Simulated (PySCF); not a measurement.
# B2H8Hf (Hf(BH4)22+): the cost of one run

Computed with PySCF 2.14.0. Level: several levels, as the steps say, no spin–orbit coupling.

1 further run of the same task is left out (for a known fault of the program).

## (1) The starting structure

11 atoms, charge 2, spin multiplicity 1.

Bond lengths: Hf1–B2 2.222 Å, Hf1–H4 1.948 Å, Hf1–H5 2.079 Å, Hf1–H6 1.946 Å, Hf1–B7 2.222 Å, Hf1–H9 1.948 Å, Hf1–H10 2.079 Å, Hf1–H11 1.946 Å, B2–H3 1.195 Å, B2–H4 1.317 Å, B2–H5 1.274 Å, B2–H6 1.316 Å, B7–H8 1.195 Å, B7–H9 1.317 Å, B7–H10 1.274 Å, B7–H11 1.316 Å. Angles: B2–Hf1–H4 36.1°, B2–Hf1–H5 34.3°, B2–Hf1–H6 36.1°, B2–Hf1–B7 115.2°, B2–Hf1–H9 88.7°, B2–Hf1–H10 148.2°, B2–Hf1–H11 100.5°, H4–Hf1–H5 60.2°, H4–Hf1–H6 60.9°, H4–Hf1–B7 88.7°, H4–Hf1–H9 78.4°, H4–Hf1–H10 122.0°, H4–Hf1–H11 65.2°, H5–Hf1–H6 59.9°, H5–Hf1–B7 148.2°, H5–Hf1–H9 122.0°, H5–Hf1–H10 177.5°, H5–Hf1–H11 121.8° and more.

As a file:

```
atom    x (Å)    y (Å)    z (Å)
 Hf1   0.0000   0.0000  -0.3599
  B2   1.8757  -0.0178   0.8305
  H3   2.7753   0.0122   1.6167
  H4   0.8983  -0.8411   1.1498
  H5   2.0614  -0.2688  -0.4050
  H6   1.1518   1.0802   0.7780
  B7  -1.8757   0.0178   0.8305
  H8  -2.7753  -0.0122   1.6167
  H9  -0.8983   0.8411   1.1498
 H10  -2.0614   0.2688  -0.4050
 H11  -1.1518  -1.0802   0.7780
```

Formal oxidation states: Hf +4. An earlier session relaxed this geometry at PBE0, Hf def2-SVP with ECP60, B def2-SVP, H def2-SVP (singlet, point group C2).

At PBE0 on the finer grid: E = -101.594370 Eh, HOMO -20.31 eV, LUMO -14.96 eV, Mulliken charge on Hf1 +1.46 e, largest force component 0.014 eV/Å. 

Levels to run: BP86; r2SCAN; PBE0, TZVP. Hardware: 2 threads of Arm Neoverse V1, shared host.

## (2) BP86

The input, run.py (the lines that set the calculation):

```python
mol = gto.M(atom='''
Hf     0.00000     0.00000    -0.35992
B      1.87567    -0.01782     0.83050
H      2.77532     0.01224     1.61671
H      0.89828    -0.84112     1.14977
H      2.06140    -0.26878    -0.40496
H      1.15179     1.08021     0.77796
B     -1.87567     0.01782     0.83050
H     -2.77532    -0.01224     1.61671
H     -0.89828     0.84112     1.14977
H     -2.06140     0.26878    -0.40496
H     -1.15179    -1.08021     0.77796''',
    basis={'Hf': 'def2-SVP', 'B': 'def2-SVP', 'H': 'def2-SVP'},
    ecp={'Hf': 'def2-SVP'},
    charge=2, spin=0)
mf = dft.RKS(mol, xc='B88,P86')
mf.grids.atom_grid = (75, 302)
mf = mf.density_fit()  # fitting sets: Hf def2-universal-JKFIT, B def2-universal-JKFIT, H def2-universal-JKFIT
mf.conv_tol = 1e-08; mf.max_cycle = 55
mf.kernel(dm0)  # dm0: the density of the relaxed state
```

Launch:

```sh
$ OMP_NUM_THREADS=2 python run.py
```

**Question.** How long does this run take on 2 threads of Arm Neoverse V1, shared host?

About 11 s.
